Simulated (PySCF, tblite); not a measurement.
# AlCl2H3SSi: changes of charge, part 2 of 2

tblite 0.8.0 and PySCF 2.14.0. Atoms count from 0.

### Step 10. Single point (AlCl2H3SSi): r2SCAN-D3(BJ)/ma-def2-SVP

Geometry: BP86-D3(BJ)/def2-SVP, that of another charge or spin state.

The job: settings as JSON, then the geometry in Å.

```
{"job": {"kind": "sp", "xc": "r2SCAN", "basis": "ma-def2-SVP", "d3": "d3bj", "grid": 3}, "charge": 0, "multiplicity": 1}
Al     0.678793    -0.769730     1.585526
Cl    -0.007143     0.598063     2.978614
Cl     0.740926    -2.828581     1.415468
S      1.474170     0.322348    -0.246672
Si    -0.480199     0.635993    -1.306273
H     -0.590219     2.131179    -1.314357
H     -0.220731     0.035232    -2.652151
H     -1.542732    -0.050823    -0.508748
```

The program printed:

```text
coarse grid: 39128 points
cycle   1  E = -1851.7549197811  dE =  1.184e-01  |g| = 4.043e-01  |ddm| = 3.091e+00
cycle   2  E = -1851.6876530048  dE =  6.727e-02  |g| = 6.002e-01  |ddm| = 1.756e+00
cycle   3  E = -1851.8068868333  dE = -1.192e-01  |g| = 6.972e-02  |ddm| = 1.264e+00
cycle   4  E = -1851.8083977626  dE = -1.511e-03  |g| = 2.485e-02  |ddm| = 2.023e-01
cycle   5  E = -1851.8085918068  dE = -1.940e-04  |g| = 6.641e-03  |ddm| = 6.048e-02
cycle   6  E = -1851.8086055581  dE = -1.375e-05  |g| = 1.417e-03  |ddm| = 1.453e-02
cycle   7  E = -1851.8086062572  dE = -6.992e-07  |g| = 4.325e-04  |ddm| = 3.546e-03
final grid: 124424 points
cycle   8  E = -1851.8096167418  dE = -1.696e-07  |g| = 3.203e-03  |ddm| = 9.285e-03
cycle   9  E = -1851.8096147096  dE =  2.032e-06  |g| = 3.999e-03  |ddm| = 1.003e-02
cycle  10  E = -1851.8096193408  dE = -4.631e-06  |g| = 5.058e-04  |ddm| = 6.684e-03
cycle  11  E = -1851.8096194272  dE = -8.640e-08  |g| = 4.329e-05  |ddm| = 9.809e-04
cycle  12  E = -1851.8096194277  dE = -4.748e-10  |g| = 2.096e-05  |ddm| = 9.812e-05
converged SCF energy = -1851.8096194277
```

Wall time 13 s (1 thread of Intel Xeon Platinum 8375C at 2.90GHz, shared host); peak memory 0.46 GiB.

### Step 11. Single point (AlCl2H3SSi+ (doublet), [SiH3][S+][Al]([Cl])[Cl]): r2SCAN-D3(BJ)/ma-def2-SVP

Geometry: BP86-D3(BJ)/def2-SVP.

The job, as its differences from that of step 10:

```diff
@@ -1,2 +1,2 @@
-{"job": {"kind": "sp", "xc": "r2SCAN", "basis": "ma-def2-SVP", "d3": "d3bj", "grid": 3}, "charge": 0, "multiplicity": 1}
+{"job": {"kind": "sp", "xc": "r2SCAN", "basis": "ma-def2-SVP", "d3": "d3bj", "grid": 3}, "charge": 1, "multiplicity": 2}
 Al     0.678793    -0.769730     1.585526
```

The program printed:

```text
final grid: 124424 points
cycle   1  E = -1851.4741692933  dE =  2.701e-10  |g| = 2.922e-05  |ddm| = 9.938e-05
converged SCF energy = -1851.4741692933
```

Run time: 58 s. Hardware: 1 thread of Intel Xeon Platinum 8375C at 2.90GHz, shared host; peak memory 0.47 GiB.

### Step 12. Single point (AlCl2H3SSi): r2SCAN-D3(BJ)/ma-def2-SVP in dimethylsulfoxide

Geometry: BP86-D3(BJ)/def2-SVP.

The job: settings as JSON, then the geometry in Å.

```
{"job": {"kind": "sp", "xc": "r2SCAN", "basis": "ma-def2-SVP", "d3": "d3bj", "grid": 3, "solvent": "dimethylsulfoxide"}, "charge": 0, "multiplicity": 1}
Al     0.001074    -0.474249     1.764187
Cl     0.084612    -0.428556     3.861197
Cl    -0.328335    -2.291371     0.750477
S      0.265496     1.355956     0.627246
Si     0.036786     0.573513    -1.401600
H      0.170701     1.781013    -2.280521
H      1.113327    -0.417259    -1.728732
H     -1.312014    -0.051517    -1.597844
```

The program printed:

```text
final grid: 124424 points
cycle   1  E = -1851.8378418840  dE = -3.843e-04  |g| = 4.657e-02  |ddm| = 3.022e-01
cycle   2  E = -1851.8373945281  dE =  4.474e-04  |g| = 5.957e-02  |ddm| = 1.957e-01
cycle   3  E = -1851.8386013078  dE = -1.207e-03  |g| = 2.657e-03  |ddm| = 1.091e-01
cycle   4  E = -1851.8386032872  dE = -1.979e-06  |g| = 6.528e-04  |ddm| = 4.838e-03
cycle   5  E = -1851.8386034115  dE = -1.243e-07  |g| = 2.896e-04  |ddm| = 1.518e-03
cycle   6  E = -1851.8386034376  dE = -2.619e-08  |g| = 3.964e-05  |ddm| = 4.796e-04
cycle   7  E = -1851.8386034381  dE = -5.034e-10  |g| = 8.278e-06  |ddm| = 1.094e-04
converged SCF energy = -1851.8386034381
```

It took 9 s on 1 thread of Intel Xeon Platinum 8375C at 2.90GHz, shared host; peak memory 0.58 GiB.

### Step 13. Single point (AlCl2H3SSi+ (doublet), [SiH3][S+][Al]([Cl])[Cl]): r2SCAN-D3(BJ)/ma-def2-SVP in dimethylsulfoxide

Geometry: BP86-D3(BJ)/def2-SVP.

The job: settings as JSON, then the geometry in Å.

```
{"job": {"kind": "sp", "xc": "r2SCAN", "basis": "ma-def2-SVP", "d3": "d3bj", "grid": 3, "solvent": "dimethylsulfoxide"}, "charge": 1, "multiplicity": 2}
Al     0.678793    -0.769730     1.585526
Cl    -0.007143     0.598063     2.978614
Cl     0.740926    -2.828581     1.415468
S      1.474170     0.322348    -0.246672
Si    -0.480199     0.635993    -1.306273
H     -0.590219     2.131179    -1.314357
H     -0.220731     0.035232    -2.652151
H     -1.542732    -0.050823    -0.508748
```

The program printed:

```text
final grid: 124424 points
cycle   1  E = -1851.5642967369  dE = -7.083e-04  |g| = 6.456e-02  |ddm| = 3.832e-01
cycle   2  E = -1851.5607363518  dE =  3.560e-03  |g| = 9.683e-02  |ddm| = 2.741e-01
cycle   3  E = -1851.5671952101  dE = -6.459e-03  |g| = 8.129e-03  |ddm| = 1.697e-01
cycle   4  E = -1851.5672374495  dE = -4.224e-05  |g| = 1.267e-03  |ddm| = 1.385e-02
cycle   5  E = -1851.5672385299  dE = -1.080e-06  |g| = 7.870e-04  |ddm| = 3.479e-03
cycle   6  E = -1851.5672389953  dE = -4.654e-07  |g| = 1.234e-04  |ddm| = 1.402e-03
cycle   7  E = -1851.5672390106  dE = -1.525e-08  |g| = 5.479e-05  |ddm| = 3.744e-04
cycle   8  E = -1851.5672390132  dE = -2.633e-09  |g| = 1.556e-05  |ddm| = 1.225e-04
converged SCF energy = -1851.5672390132
```

It took 16 s on 1 thread of Intel Xeon Platinum 8375C at 2.90GHz, shared host; peak memory 0.62 GiB.

### Step 14. Changes of charge: r2SCAN-D3(BJ)/ma-def2-SVP

This step combines the energies above: geometries from BP86-D3(BJ)/def2-SVP, zero-point and thermal terms from GFN2-xTB.

The job: settings as JSON, then the geometry in Å.

```
{"job": {"kind": "rx", "dirs": [1], "deep": 3, "geom": {"xc": "BP86", "basis": "def2-SVP", "d3": "d3bj", "grid": 1}, "level": {"xc": "r2SCAN", "basis": "ma-def2-SVP", "d3": "d3bj", "grid": 3, "solvents": ["dimethylsulfoxide"]}}, "charge": 0, "multiplicity": 1}
Al     0.001074    -0.474249     1.764187
Cl     0.084612    -0.428556     3.861197
Cl    -0.328335    -2.291371     0.750477
S      0.265496     1.355956     0.627246
Si     0.036786     0.573513    -1.401600
H      0.170701     1.781013    -2.280521
H      1.113327    -0.417259    -1.728732
H     -1.312014    -0.051517    -1.597844
```

Output (the driver's rows laid out field by field):

```text
ionisation and electron attachment, r2SCAN-D3(BJ)/ma-def2-SVP // BP86-D3(BJ)/def2-SVP

row 1
  change                  oxidation
  charge                  1
  multiplicity            2
  vertical_ev             10.0986
  vertical_s2             0.756
  formula                 AlCl2H3SSi
  smiles                  [SiH3][S+][Al]([Cl])[Cl]
  kept                    yes
  pieces                  1
  point_group             C1
  adiabatic_electronic_ev 9.6765
  adiabatic_ev            9.6372
  free_energy_ev          9.5704
  s2                      0.756
  bonds_moved             0 3 2.171 2.276; 3 4 2.186 2.245; 0 2 2.107 2.067; 0 1 2.099 2.069
  spin_on                 3 S 0.867
  charge_moved            3 S 0.447; 2 Cl 0.124; 1 Cl 0.111; 0 Al 0.084
  vertical_back_ev        9.1281
  relaxation_parent_ev    0.5485
  relaxation_ion_ev       0.4221
  reorganisation_ev       0.9706
  solution                solvent dimethylsulfoxide, absolute_potential_v 7.2781, solvation_parent_kj -23.18, solvation_ion_kj -244.35
```

Run time: 9.8 min. Hardware: 1 thread of Intel Xeon Platinum 8375C at 2.90GHz, shared host; peak memory 0.62 GiB.

Energy taken up on oxidation, or given off on reduction (eV; adiabatic with zero-point energy):

```
                    change                   product  vertical  adiabatic  free energy  reorganisation  ⟨S²⟩
oxidation (multiplicity 2)  [SiH3][S+][Al]([Cl])[Cl]     10.10       9.64         9.57            0.97  0.76
```

On oxidation to multiplicity 2 charge changes most on S3 (+0.45 e), Cl2 (+0.12 e), Cl1 (+0.11 e); the spin sits on S3 (0.87); the bond Al0–S3 goes from 2.171 to 2.276 Å; the absolute potential is 7.28 V in dimethylsulfoxide.

### Step 15. Single point (AlCl2H3SSi): HSE06/ma-def2-SVP

Geometry: BP86-D3(BJ)/def2-SVP.

The job: settings as JSON, then the geometry in Å.

```
{"job": {"kind": "sp", "xc": "HSE06", "basis": "ma-def2-SVP", "grid": 2}, "charge": 0, "multiplicity": 1}
Al     0.001074    -0.474249     1.764187
Cl     0.084612    -0.428556     3.861197
Cl    -0.328335    -2.291371     0.750477
S      0.265496     1.355956     0.627246
Si     0.036786     0.573513    -1.401600
H      0.170701     1.781013    -2.280521
H      1.113327    -0.417259    -1.728732
H     -1.312014    -0.051517    -1.597844
```

The program printed:

```text
coarse grid: 9984 points
cycle   1  E = -1851.1106463038  dE =  1.637e-01  |g| = 3.645e-01  |ddm| = 3.052e+00
cycle   2  E = -1851.0839512558  dE =  2.670e-02  |g| = 4.676e-01  |ddm| = 1.355e+00
cycle   3  E = -1851.1528040115  dE = -6.885e-02  |g| = 4.321e-02  |ddm| = 8.775e-01
cycle   4  E = -1851.1533446101  dE = -5.406e-04  |g| = 1.684e-02  |ddm| = 1.143e-01
cycle   5  E = -1851.1534437260  dE = -9.912e-05  |g| = 3.181e-03  |ddm| = 3.398e-02
cycle   6  E = -1851.1534457818  dE = -2.056e-06  |g| = 8.610e-04  |ddm| = 7.059e-03
final grid: 75176 points
cycle   7  E = -1851.3632916769  dE = -1.227e-05  |g| = 3.347e-03  |ddm| = 3.048e-02
cycle   8  E = -1851.3632921833  dE = -5.065e-07  |g| = 2.857e-03  |ddm| = 8.020e-03
cycle   9  E = -1851.3632943025  dE = -2.119e-06  |g| = 4.200e-04  |ddm| = 4.237e-03
cycle  10  E = -1851.3632943938  dE = -9.127e-08  |g| = 1.187e-04  |ddm| = 9.684e-04
cycle  11  E = -1851.3632943621  dE =  3.172e-08  |g| = 1.545e-05  |ddm| = 2.569e-04
cycle  12  E = -1851.3632943806  dE = -1.851e-08  |g| = 5.099e-06  |ddm| = 4.187e-05
cycle  13  E = -1851.3632943806  dE = -8.185e-12  |g| = 1.258e-06  |ddm| = 1.041e-05
converged SCF energy = -1851.3632943806
```

It took 11 s on 1 thread of Intel Xeon Platinum 8375C at 2.90GHz, shared host; peak memory 0.56 GiB.

### Step 16. Single point (AlCl2H3SSi+ (doublet)): HSE06/ma-def2-SVP

Geometry: BP86-D3(BJ)/def2-SVP, that of another charge or spin state.

The job, as its differences from that of step 15:

```diff
@@ -1,2 +1,2 @@
-{"job": {"kind": "sp", "xc": "HSE06", "basis": "ma-def2-SVP", "grid": 2}, "charge": 0, "multiplicity": 1}
+{"job": {"kind": "sp", "xc": "HSE06", "basis": "ma-def2-SVP", "grid": 2}, "charge": 1, "multiplicity": 2}
 Al     0.001074    -0.474249     1.764187
```

The program printed:

```text
final grid: 75176 points
cycle   1  E = -1850.9901214255  dE =  1.337e-10  |g| = 4.121e-05  |ddm| = 1.357e-04
converged SCF energy = -1850.9901214255
```

It took 77 s on 1 thread of Intel Xeon Platinum 8375C at 2.90GHz, shared host; peak memory 0.59 GiB.

### Step 17. Single point (AlCl2H3SSi): HSE06/ma-def2-SVP

Geometry: BP86-D3(BJ)/def2-SVP, that of another charge or spin state.

The job: settings as JSON, then the geometry in Å.

```
{"job": {"kind": "sp", "xc": "HSE06", "basis": "ma-def2-SVP", "grid": 2}, "charge": 0, "multiplicity": 1}
Al     0.678793    -0.769730     1.585526
Cl    -0.007143     0.598063     2.978614
Cl     0.740926    -2.828581     1.415468
S      1.474170     0.322348    -0.246672
Si    -0.480199     0.635993    -1.306273
H     -0.590219     2.131179    -1.314357
H     -0.220731     0.035232    -2.652151
H     -1.542732    -0.050823    -0.508748
```

The program printed:

```text
coarse grid: 9984 points
cycle   1  E = -1851.0814327357  dE =  1.455e-01  |g| = 3.961e-01  |ddm| = 3.021e+00
cycle   2  E = -1851.0375713040  dE =  4.386e-02  |g| = 5.377e-01  |ddm| = 1.619e+00
cycle   3  E = -1851.1334756613  dE = -9.590e-02  |g| = 5.025e-02  |ddm| = 1.094e+00
cycle   4  E = -1851.1342098958  dE = -7.342e-04  |g| = 1.980e-02  |ddm| = 1.491e-01
cycle   5  E = -1851.1343370712  dE = -1.272e-04  |g| = 4.158e-03  |ddm| = 4.617e-02
cycle   6  E = -1851.1343423278  dE = -5.257e-06  |g| = 1.087e-03  |ddm| = 9.379e-03
final grid: 75176 points
cycle   7  E = -1851.3436138880  dE = -1.195e-05  |g| = 2.905e-03  |ddm| = 2.850e-02
cycle   8  E = -1851.3436145578  dE = -6.697e-07  |g| = 2.293e-03  |ddm| = 7.483e-03
cycle   9  E = -1851.3436159808  dE = -1.423e-06  |g| = 2.946e-04  |ddm| = 3.718e-03
cycle  10  E = -1851.3436160064  dE = -2.558e-08  |g| = 1.202e-04  |ddm| = 6.560e-04
cycle  11  E = -1851.3436160114  dE = -4.951e-09  |g| = 1.536e-05  |ddm| = 2.494e-04
converged SCF energy = -1851.3436160114
```

It took 8.7 s on 1 thread of Intel Xeon Platinum 8375C at 2.90GHz, shared host; peak memory 0.57 GiB.

### Step 18. Single point (AlCl₂H₃SSi+ (doublet), [SiH3][S+][Al]([Cl])[Cl]): HSE06/ma-def2-SVP

Geometry: BP86-D3(BJ)/def2-SVP.

The job, as its differences from that of step 17:

```diff
@@ -1,2 +1,2 @@
-{"job": {"kind": "sp", "xc": "HSE06", "basis": "ma-def2-SVP", "grid": 2}, "charge": 0, "multiplicity": 1}
+{"job": {"kind": "sp", "xc": "HSE06", "basis": "ma-def2-SVP", "grid": 2}, "charge": 1, "multiplicity": 2}
 Al     0.678793    -0.769730     1.585526
```

The program printed:

```text
final grid: 75176 points
cycle   1  E = -1851.0068349652  dE = -1.756e-09  |g| = 1.344e-05  |ddm| = 8.751e-05
converged SCF energy = -1851.0068349652
```

It took 44 s on 1 thread of Intel Xeon Platinum 8375C at 2.90GHz, shared host; peak memory 0.59 GiB.

### Step 19. Single point (AlCl2H3SSi): HSE06/ma-def2-SVP in dimethylsulfoxide

Geometry: BP86-D3(BJ)/def2-SVP.

The job: settings as JSON, then the geometry in Å.

```
{"job": {"kind": "sp", "xc": "HSE06", "basis": "ma-def2-SVP", "grid": 2, "solvent": "dimethylsulfoxide"}, "charge": 0, "multiplicity": 1}
Al     0.001074    -0.474249     1.764187
Cl     0.084612    -0.428556     3.861197
Cl    -0.328335    -2.291371     0.750477
S      0.265496     1.355956     0.627246
Si     0.036786     0.573513    -1.401600
H      0.170701     1.781013    -2.280521
H      1.113327    -0.417259    -1.728732
H     -1.312014    -0.051517    -1.597844
```

The program printed:

```text
final grid: 75176 points
cycle   1  E = -1851.3715473857  dE = -5.542e-04  |g| = 4.036e-02  |ddm| = 2.855e-01
cycle   2  E = -1851.3714185116  dE =  1.289e-04  |g| = 4.542e-02  |ddm| = 1.614e-01
cycle   3  E = -1851.3721144550  dE = -6.959e-04  |g| = 2.139e-03  |ddm| = 8.292e-02
cycle   4  E = -1851.3721157842  dE = -1.329e-06  |g| = 4.478e-04  |ddm| = 3.774e-03
cycle   5  E = -1851.3721158102  dE = -2.609e-08  |g| = 2.100e-04  |ddm| = 1.047e-03
cycle   6  E = -1851.3721158241  dE = -1.386e-08  |g| = 2.955e-05  |ddm| = 3.450e-04
cycle   7  E = -1851.3721158244  dE = -2.638e-10  |g| = 4.694e-06  |ddm| = 6.971e-05
converged SCF energy = -1851.3721158244
```

Run time: 5.2 s. Hardware: 1 thread of Intel Xeon Platinum 8375C at 2.90GHz, shared host; peak memory 0.64 GiB.

### Step 20. Single point (AlCl₂H₃SSi+ (doublet), [SiH3][S+][Al]([Cl])[Cl]): HSE06/ma-def2-SVP in dimethylsulfoxide

Geometry: BP86-D3(BJ)/def2-SVP.

The job: settings as JSON, then the geometry in Å.

```
{"job": {"kind": "sp", "xc": "HSE06", "basis": "ma-def2-SVP", "grid": 2, "solvent": "dimethylsulfoxide"}, "charge": 1, "multiplicity": 2}
Al     0.678793    -0.769730     1.585526
Cl    -0.007143     0.598063     2.978614
Cl     0.740926    -2.828581     1.415468
S      1.474170     0.322348    -0.246672
Si    -0.480199     0.635993    -1.306273
H     -0.590219     2.131179    -1.314357
H     -0.220731     0.035232    -2.652151
H     -1.542732    -0.050823    -0.508748
```

The program printed:

```text
final grid: 75176 points
cycle   1  E = -1851.0987754079  dE = -1.701e-03  |g| = 5.351e-02  |ddm| = 3.691e-01
cycle   2  E = -1851.0979729766  dE =  8.024e-04  |g| = 6.454e-02  |ddm| = 2.023e-01
cycle   3  E = -1851.1007374578  dE = -2.764e-03  |g| = 3.984e-03  |ddm| = 1.111e-01
cycle   4  E = -1851.1007466182  dE = -9.160e-06  |g| = 6.247e-04  |ddm| = 6.126e-03
cycle   5  E = -1851.1007470432  dE = -4.250e-07  |g| = 3.549e-04  |ddm| = 2.038e-03
cycle   6  E = -1851.1007471416  dE = -9.838e-08  |g| = 8.603e-05  |ddm| = 7.480e-04
cycle   7  E = -1851.1007471621  dE = -2.051e-08  |g| = 3.743e-05  |ddm| = 3.870e-04
cycle   8  E = -1851.1007471673  dE = -5.154e-09  |g| = 1.723e-05  |ddm| = 1.953e-04
converged SCF energy = -1851.1007471673
```

Run time: 9 s. Hardware: 1 thread of Intel Xeon Platinum 8375C at 2.90GHz, shared host; peak memory 0.63 GiB.

### Step 21. Changes of charge: HSE06/ma-def2-SVP

This step combines the energies above: geometries from BP86-D3(BJ)/def2-SVP, zero-point and thermal terms from GFN2-xTB.

The job: settings as JSON, then the geometry in Å.

```
{"job": {"kind": "rx", "dirs": [1], "deep": 3, "geom": {"xc": "BP86", "basis": "def2-SVP", "d3": "d3bj", "grid": 1}, "level": {"xc": "HSE06", "basis": "ma-def2-SVP", "solvents": ["dimethylsulfoxide"]}}, "charge": 0, "multiplicity": 1}
Al     0.001074    -0.474249     1.764187
Cl     0.084612    -0.428556     3.861197
Cl    -0.328335    -2.291371     0.750477
S      0.265496     1.355956     0.627246
Si     0.036786     0.573513    -1.401600
H      0.170701     1.781013    -2.280521
H      1.113327    -0.417259    -1.728732
H     -1.312014    -0.051517    -1.597844
```

Output (the driver's rows laid out field by field):

```text
ionisation and electron attachment, HSE06/ma-def2-SVP // BP86-D3(BJ)/def2-SVP

row 1
  change                  oxidation
  charge                  1
  multiplicity            2
  vertical_ev             10.1546
  vertical_s2             0.755
  formula                 AlCl2H3SSi
  smiles                  [SiH3][S+][Al]([Cl])[Cl]
  kept                    yes
  pieces                  1
  point_group             C1
  adiabatic_electronic_ev 9.6998
  adiabatic_ev            9.6604
  free_energy_ev          9.5936
  s2                      0.755
  bonds_moved             0 3 2.171 2.276; 3 4 2.186 2.245; 0 2 2.107 2.067; 0 1 2.099 2.069
  spin_on                 3 S 0.907
  charge_moved            3 S 0.474; 2 Cl 0.115; 1 Cl 0.099; 0 Al 0.082
  vertical_back_ev        9.1643
  relaxation_parent_ev    0.5355
  relaxation_ion_ev       0.4548
  reorganisation_ev       0.9903
  solution                solvent dimethylsulfoxide, absolute_potential_v 7.2782, solvation_parent_kj -23.16, solvation_ion_kj -246.57
```

Run time: 2.6 min. Hardware: 1 thread of Intel Xeon Platinum 8375C at 2.90GHz, shared host; peak memory 0.63 GiB.

Energy taken up on oxidation, or given off on reduction (eV; adiabatic with zero-point energy):

```
                    change                   product  vertical  adiabatic  free energy  reorganisation  ⟨S²⟩
oxidation (multiplicity 2)  [SiH3][S+][Al]([Cl])[Cl]     10.15       9.66         9.59            0.99  0.76
```

On oxidation to multiplicity 2 charge changes most on S3 (+0.47 e), Cl2 (+0.12 e), Cl1 (+0.10 e); the spin sits on S3 (0.91); the bond Al0–S3 goes from 2.171 to 2.276 Å; the absolute potential is 7.28 V in dimethylsulfoxide.

### Step 22. What came out

This closing draws on all 2 parts.

```
                                     quantity                                 value
    strongest single infrared mode (GFN2-xTB)                  766 cm⁻¹, 504 km/mol
                 zero-point energy (GFN2-xTB)                         18.5 kcal/mol
                                  point group                                    Cs
         rotational constants (main isotopes)                  2.14, 0.97, 0.67 GHz
ionisation energy (r2SCAN-D3(BJ)/ma-def2-SVP)  vertical 10.10 eV, adiabatic 9.64 eV
        ionisation energy (HSE06/ma-def2-SVP)  vertical 10.15 eV, adiabatic 9.66 eV
```

**Reading.** No mode is imaginary among the 18: a minimum at this level. The strongest single mode, at 766 cm⁻¹, is spread over several atoms, H6, H7, H5 among them. Unscaled tight-binding wavenumbers are off by several per cent, some by more. Its intensities can rank the bands wrongly. Relaxing lowered the energy by 0.187 eV in 10 steps; the close pair that moved most is Al0–Cl1, from 2.024 to 2.099 Å (BP86/def2-SVP). No frequency check was run at this level, so the end point may be a saddle. At r2SCAN-D3(BJ)/ma-def2-SVP, relaxation with the zero-point term after oxidation moves the energy taken up from 10.10 eV (vertical) to 9.64 eV (adiabatic, with zero-point energy).
